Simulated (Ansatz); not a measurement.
Task: a rigid scan of one bond length of FH2NSiZn, SMILES F[SiH]1[NH][Zn]1, with Ansatz 0.2.0 through its Python package. Give the script and its output. Use (for the species named): Hartree-Fock, def2-SVP basis, multiplicity 1.

```json
{"atom": "F", "x (Å)": "0.2351", "y (Å)": "1.1917", "z (Å)": "-1.2634"}
{"atom": "Si", "x (Å)": "0.0865", "y (Å)": "-0.3631", "z (Å)": "-0.7430"}
{"atom": "N", "x (Å)": "-0.2901", "y (Å)": "-0.3822", "z (Å)": "0.9986"}
{"atom": "Zn", "x (Å)": "-1.9287", "y (Å)": "0.4797", "z (Å)": "0.4905"}
{"atom": "H", "x (Å)": "1.3704", "y (Å)": "-1.0481", "z (Å)": "-1.0161"}
{"atom": "H", "x (Å)": "0.5689", "y (Å)": "0.0580", "z (Å)": "1.4871"}
```

Script `fh2nsizn.py`:
```python
# -*- coding: utf-8 -*-
"""Potential curve of FH2NSiZn along one bond."""

import ansatz as az
from ase import Atoms
import numpy as np

atoms = Atoms(["F", "Si", "N", "Zn", "H", "H"], positions=[
    (0.2351, 1.1917, -1.2634),
    (0.0865, -0.3631, -0.743),
    (-0.2901, -0.3822, 0.9986),
    (-1.9287, 0.4797, 0.4905),
    (1.3704, -1.0481, -1.0161),
    (0.5689, 0.058, 1.4871),
])
geometry = az.Crystal.molecule_from_ase(atoms)

symbols = [site.symbol for site in geometry.cartesian_sites]
start = np.array([site.position_ang for site in geometry.cartesian_sites])
axis = (start[0] - start[1]) / np.linalg.norm(start[0] - start[1])
moving = [0]
lengths, energies = [1.449, 1.515, 1.58, 1.646, 1.712, 1.778, 1.844, 1.943], []
for length in lengths:
    xyz = start.copy()
    xyz[moving] += (length - np.linalg.norm(start[0] - start[1])) * axis
    point = az.Crystal.molecule()
    for symbol, place in zip(symbols, xyz):
        point = point.atom(symbol, place.tolist())
    job = (
        point.calculation()
        .basis(gaussian="def2-SVP")
        .functional("hf")
    )
    rep = job.run(threads=1).report
    energies.append(rep["free_energy_ev"])
    print(f"r = {length:6.3f} A  E = {energies[-1]:.5f} eV  <S^2> = {abs(rep['mean_field']['state']['spin_squared']):.3f}")

# quartic fit about the minimum
fit = np.polynomial.Polynomial.fit(lengths, np.array(energies) - min(energies), 4).convert()
roots = [r.real for r in fit.deriv().roots() if abs(r.imag) < 1e-9 and fit.deriv(2)(r.real) > 0]
r_e = min(roots, key=lambda r: abs(r - lengths[int(np.argmin(energies))]))
print(f"minimum of the fit at {r_e:.4f} A, force constant {fit.deriv(2)(r_e):.2f} eV/A^2")
```

```console
$ python fh2nsizn.py
r =  1.449 A  E = -60442.99025 eV  <S^2> = 0.000
r =  1.515 A  E = -60443.48689 eV  <S^2> = 0.000
r =  1.580 A  E = -60443.72446 eV  <S^2> = 0.000
r =  1.646 A  E = -60443.78420 eV  <S^2> = 0.000
r =  1.712 A  E = -60443.71521 eV  <S^2> = 0.000
r =  1.778 A  E = -60443.55756 eV  <S^2> = 0.000
r =  1.844 A  E = -60443.34081 eV  <S^2> = 0.000
r =  1.943 A  E = -60442.95109 eV  <S^2> = 0.000
minimum of the fit at 1.6391 A, force constant 30.88 eV/A^2
```

Reading the output:
- Total energies depend on the basis set; only differences at equal settings carry meaning.
- The rest of the molecule is held rigid at a force-field or estimated start geometry, and the basis set is modest; single-reference methods fail as a bond breaks.
- Hartree-Fock leaves correlation out, so bond, atomisation and ionisation energies come out well too low.
- The orbitals are restricted, so S² is zero by construction.
- The whole script took 10 s on 1 thread of Arm Neoverse V1 (shared host), peak memory 0.22 GiB.
